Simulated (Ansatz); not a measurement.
# KTaO3: the cost of one run

Method: DFT r2SCAN, plane waves, PAW, scalar-relativistic, no spin polarisation, in Ansatz 0.2.0.

The COD entry's cell or inner coordinates are ideal or old and differ from later refinements, so a difference from it is no clean test against experiment.

## (1) The starting structure

The cell holds 40 atoms (K8O24Ta8): a = 8.121 Å, b = 8.121 Å, c = 8.121 Å, α = 90.00°, β = 90.00°, γ = 90.00°.

Its coordinates follow in the input file.

## (2) Run 1

220 steps of 1 fs at constant energy, with velocities drawn for 3000 K.

Contents of input.yaml:

```yaml
accuracy: low
crystal:
  lattice:
    - [8.12124, 0.0, 0.0]
    - [0.0, 8.12124, 0.0]
    - [0.0, 0.0, 8.12124]
  atoms:
    - { symbol: K, position: [0.0, 0.0, 0.0] }
    - { symbol: Ta, position: [0.25, 0.25, 0.25] }
    - { symbol: O, position: [0.25, 0.25, 0.0] }
    - { symbol: O, position: [0.0, 0.25, 0.25] }
    - { symbol: O, position: [0.25, 0.0, 0.25] }
    - { symbol: K, position: [0.0, 0.0, 0.5] }
    - { symbol: Ta, position: [0.25, 0.25, 0.75] }
    - { symbol: O, position: [0.25, 0.25, 0.5] }
    - { symbol: O, position: [0.0, 0.25, 0.75] }
    - { symbol: O, position: [0.25, 0.0, 0.75] }
    - { symbol: K, position: [0.0, 0.5, 0.0] }
    - { symbol: Ta, position: [0.25, 0.75, 0.25] }
    - { symbol: O, position: [0.25, 0.75, 0.0] }
    - { symbol: O, position: [0.0, 0.75, 0.25] }
    - { symbol: O, position: [0.25, 0.5, 0.25] }
    - { symbol: K, position: [0.0, 0.5, 0.5] }
    - { symbol: Ta, position: [0.25, 0.75, 0.75] }
    - { symbol: O, position: [0.25, 0.75, 0.5] }
    - { symbol: O, position: [0.0, 0.75, 0.75] }
    - { symbol: O, position: [0.25, 0.5, 0.75] }
    - { symbol: K, position: [0.5, 0.0, 0.0] }
    - { symbol: Ta, position: [0.75, 0.25, 0.25] }
    - { symbol: O, position: [0.75, 0.25, 0.0] }
    - { symbol: O, position: [0.5, 0.25, 0.25] }
    - { symbol: O, position: [0.75, 0.0, 0.25] }
    - { symbol: K, position: [0.5, 0.0, 0.5] }
    - { symbol: Ta, position: [0.75, 0.25, 0.75] }
    - { symbol: O, position: [0.75, 0.25, 0.5] }
    - { symbol: O, position: [0.5, 0.25, 0.75] }
    - { symbol: O, position: [0.75, 0.0, 0.75] }
    - { symbol: K, position: [0.5, 0.5, 0.0] }
    - { symbol: Ta, position: [0.75, 0.75, 0.25] }
    - { symbol: O, position: [0.75, 0.75, 0.0] }
    - { symbol: O, position: [0.5, 0.75, 0.25] }
    - { symbol: O, position: [0.75, 0.5, 0.25] }
    - { symbol: K, position: [0.5, 0.5, 0.5] }
    - { symbol: Ta, position: [0.75, 0.75, 0.75] }
    - { symbol: O, position: [0.75, 0.75, 0.5] }
    - { symbol: O, position: [0.5, 0.75, 0.75] }
    - { symbol: O, position: [0.75, 0.5, 0.75] }
basis:
  ecutwfc: 500.0
kpoints:
  mp_grid: { grid: [1, 1, 1] }
hamiltonian:
  xc: r2scan
scf:
  occupations: { method: fermi_dirac, width: 0.05 }
  lower_state_search: "off"
md:
  timestep: 1
  n_steps: 220
  ensemble: nve
  temperature: 3000.0
  initial_velocities: maxwell_boltzmann
  seed: 582663
```

On the command line:

```sh
> ansatz run input.yaml --threads 4 --pin off --max-ram 10240MiB --backend cpu --events-out ev --progress --plain --runs-dir out
```

What time and memory should one allow on 4 threads of AMD EPYC 7R13 (Zen 3), shared host?

About 13 min, with a peak of 1.2 GiB.
